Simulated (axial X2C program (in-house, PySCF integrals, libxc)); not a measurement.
# A two-component session on AuSn: EOM-IP-CCSD levels

Aim: EOM-IP-CCSD levels of AuSn, with spin–orbit coupling in the Hamiltonian from the start.

Program: an in-house X2C program for linear molecules on PySCF integrals. Level of theory: two-component X2C with atomic mean-field terms, Au dyall-acv3z, Sn dyall-acv3z. These are calculated values, not measurements.

### 1 Set-up

task.json reads:

```json
{"zs": [79, 50], "q": 0, "bas": ["dyall-acv3z", "dyall-acv3z"], "r0": 2.64, "eom": "ip", "rq": -1, "thr": -1.0, "nmax": 95, "grid": [1, 0.96, 1.045, 0.92, 1.09, 1.15]}
```

Keys: zs atomic numbers; q charge; bas basis sets; r0 starting distance in Å; eom kind of EOM run; thr threshold in hartree for freezing inner shells (an s shell follows its p shell); nmax most natural virtual spinors; grid distances as factors.

Started as:

```
$ python soeom.py task.json out
```

Nuclei are Gaussian, cores are contracted, and the Gaunt term is on.

### 2 EOM-IP-CCSD at 2.600 Å

Reference: the closed shell AuSn⁻; 16 electrons correlated, 88 virtual spinors; roots sought by Ω: 1/2: 4, 3/2: 3, 5/2: 1.

Output:

```text
two-component X2C + atomic mean field  HF
basis functions 332  fitting functions 1641  grid points 5802
iter        total energy     max residual
   1     -25174.591707811     1.76e+02
   2     -25177.419471608     1.53e+02
   3     -25179.417060518     1.15e+02
   4     -25181.027042756     6.91e+01
   5     -25182.337660601     2.57e+01
   6     -25182.532398580     4.37e+00
   7     -25182.598120939     8.10e+00
   8     -25182.627329579     1.01e+01
   9     -25182.666560768     4.02e+00
  10     -25182.668885954     5.26e+00
  11     -25182.688925588     7.90e-01
  12     -25182.693639121     1.33e+00
  13     -25182.697879849     1.08e+00
  14     -25182.699327405     1.42e+00
  15     -25182.701028931     2.94e-01
  16     -25182.701846611     5.43e-01
  17     -25182.702316840     5.33e-01
  18     -25182.702526667     4.93e-01
  19     -25182.702758066     1.39e-01
  20     -25182.702897529     9.51e-02
  21     -25182.702979478     1.42e-01
  22     -25182.703011010     5.10e-02
  23     -25182.703027279     2.92e-02
  24     -25182.703039389     2.85e-02
  25     -25182.703044147     1.65e-02
  26     -25182.703046579     2.62e-02
  27     -25182.703048175     1.07e-02
  28     -25182.703049246     7.58e-03
  29     -25182.703050071     4.33e-03
  30     -25182.703050637     4.84e-03
  31     -25182.703050919     2.95e-03
  32     -25182.703051056     1.66e-03
  33     -25182.703051152     2.31e-03
  34     -25182.703051219     2.51e-03
  35     -25182.703051244     9.22e-03
  36     -25182.703051278     3.76e-03
  37     -25182.703051298     4.01e-03
  38     -25182.703051312     1.02e-03
  39     -25182.703051319     1.09e-03
  40     -25182.703051322     1.25e-03
  41     -25182.703051323     2.67e-04
  42     -25182.703051324     5.05e-04
  43     -25182.703051324     2.71e-04
  44     -25182.703051324     8.03e-05
  45     -25182.703051324     7.08e-05
  46     -25182.703051324     4.91e-05
  47     -25182.703051324     3.38e-05
  48     -25182.703051324     1.17e-05
  49     -25182.703051324     1.26e-05
  50     -25182.703051324     8.99e-06
  51     -25182.703051324     3.79e-06
  52     -25182.703051324     3.90e-06
  53     -25182.703051324     5.20e-06
  54     -25182.703051324     1.45e-06
converged
one-electron -36166.06237751  Coulomb 10728.77321682  exact exchange -528.16108371  xc functional 0.00000000  nuclear repulsion 803.94230121  atomic mean-field constant -21.19510813
correlated 16  virtual 398  natural virtual 88  E(MP2) -0.524008248  MP2 remainder -0.066230907
iter   CCSD correlation   residual
   1     -0.415791201   2.12e-01
   2     -0.433070324   9.91e-02
   3     -0.437739225   5.77e-02
   4     -0.437909065   3.32e-02
   5     -0.438555627   2.03e-02
   6     -0.438801984   8.75e-03
   7     -0.438744474   3.58e-03
   8     -0.438765591   1.32e-03
   9     -0.438747216   6.34e-04
  10     -0.438749105   2.35e-04
  11     -0.438744834   9.13e-05
  12     -0.438744684   3.69e-05
  13     -0.438744144   1.78e-05
  14     -0.438744017   9.63e-06
  15     -0.438743932   6.38e-06
  16     -0.438743824   4.39e-06
  17     -0.438743770   2.49e-06
  18     -0.438743741   1.32e-06
  19     -0.438743724   6.42e-07
(T) -0.021886190  T1 0.0348  D1 0.0854  max T2 0.233
EOM-IP-CCSD roots
2*Omega      energy/Eh   energy/eV  one-particle weight
    1       0.04939278      1.3440      0.947
    1       0.12956896      3.5258      0.917
    1       0.19772127      5.3803      0.333
    1       0.20901754      5.6877      0.385
    3       0.11120144      3.0259      0.002
    3       0.17488922      4.7590      0.000
    3       0.20872036      5.6796      0.874
    5       0.19759285      5.3768      0.817
```

T1 in the output is the amplitude norm over the root of the electron number; divide by √2 for the Lee–Taylor value.

| Ω | vertical IE (eV) | above lowest (cm⁻¹) | spinor | weight |
| --- | --- | --- | --- | --- |
| 1/2 | 1.344 | 0 | 76% Sn pπ, 14% Au pπ, 8% Au dπ | 0.95 |
| 1/2 | 3.526 | 17600 | 47% Sn pσ, 37% Au sσ, 7% Sn sσ | 0.92 |
| 5/2 | 5.377 | 32530 | 99% Au dδ | 0.82 |
| 3/2 | 5.680 | 34970 | 71% Au dπ, 27% Au dδ | 0.87 |

Run time: 19 s. Hardware: 1 thread of Arm Neoverse V2, shared host; peak memory 1.1 GiB.

### 3 EOM-IP-CCSD at 2.496 Å

| Ω | vertical IE (eV) | above lowest (cm⁻¹) | spinor | weight |
| --- | --- | --- | --- | --- |
| 1/2 | 1.294 | 0 | 73% Sn pπ, 16% Au pπ, 8% Au dπ | 0.95 |
| 1/2 | 3.516 | 17920 | 48% Sn pσ, 34% Au sσ, 7% Sn sσ | 0.91 |
| 5/2 | 5.452 | 33540 | 99% Au dδ | 0.75 |

Run time: 23 s. Hardware: 1 thread of Arm Neoverse V2, shared host; peak memory 1.2 GiB.

### 4 EOM-IP-CCSD at 2.717 Å

| Ω | vertical IE (eV) | above lowest (cm⁻¹) | spinor | weight |
| --- | --- | --- | --- | --- |
| 1/2 | 1.414 | 0 | 79% Sn pπ, 11% Au pπ, 7% Au dπ | 0.95 |
| 1/2 | 3.521 | 16990 | 45% Sn pσ, 41% Au sσ, 6% Sn sσ | 0.92 |
| 5/2 | 5.296 | 31310 | 100% Au dδ | 0.85 |
| 3/2 | 5.532 | 33220 | 73% Au dπ, 25% Au dδ | 0.88 |

Wall time 22 s (1 thread of Arm Neoverse V2, shared host); peak memory 1.2 GiB.

### 5 EOM-IP-CCSD at 2.392 Å

| Ω | vertical IE (eV) | above lowest (cm⁻¹) | spinor | weight |
| --- | --- | --- | --- | --- |
| 1/2 | 1.259 | 0 | 70% Sn pπ, 19% Au pπ, 8% Au dπ | 0.95 |
| 1/2 | 3.493 | 18020 | 50% Sn pσ, 31% Au sσ, 8% Sn sσ | 0.91 |
| 5/2 | 5.527 | 34430 | 99% Au dδ | 0.64 |

Run time: 23 s. Hardware: 1 thread of Arm Neoverse V2, shared host; peak memory 1.2 GiB.

### 6 EOM-IP-CCSD at 2.834 Å

| Ω | vertical IE (eV) | above lowest (cm⁻¹) | spinor | weight |
| --- | --- | --- | --- | --- |
| 1/2 | 1.495 | 0 | 81% Sn pπ, 9% Au pπ, 7% Au dπ | 0.94 |
| 1/2 | 3.499 | 16160 | 44% Au sσ, 42% Sn pσ | 0.93 |
| 5/2 | 5.216 | 30010 | 100% Au dδ | 0.87 |
| 3/2 | 5.403 | 31520 | 75% Au dπ, 24% Au dδ | 0.88 |

Run time: 22 s. Hardware: 1 thread of Arm Neoverse V2, shared host; peak memory 1.3 GiB.

### 7 Curves of the states

Energies in eV from the lowest point of the lowest state; states are followed by energy order within each Ω.

| R (Å) | (1)Ω=1/2 | (2)Ω=1/2 | (1)Ω=5/2 |
| --- | --- | --- | --- |
| 2.392 | 0.1572 | 2.3917 | 4.4258 |
| 2.496 | 0.0102 | 2.2319 | 4.1683 |
| 2.600 | 0.0000 | 2.1817 | 4.0327 |
| 2.717 | 0.0957 | 2.2025 | 3.9774 |
| 2.834 | 0.2590 | 2.2628 | 3.9797 |

### 8 Summary of results

| quantity | value |
| --- | --- |
| lowest root at 2.600 Å | Ω = 1/2, 1.344 eV |
| next root led by one particle | Ω = 1/2, about 17600 cm⁻¹ higher |
| T1 of the reference | 0.025 |

In words: Removing an electron from the reference determinant of AuSn⁻ costs 1.34 eV and empties a spinor of 76% Sn pπ, 14% Au pπ, 8% Au dπ. The closed-shell reference lies 0.32 eV above the lowest determinant found, so these energies count from an excited configuration. Errors of 0.1 to 0.3 eV are usual at this size, and roots led by higher excitations are left out, so the list is incomplete, and low states of that kind can be missing. T1 or the largest double amplitude of the reference is raised, which lowers the reliability.
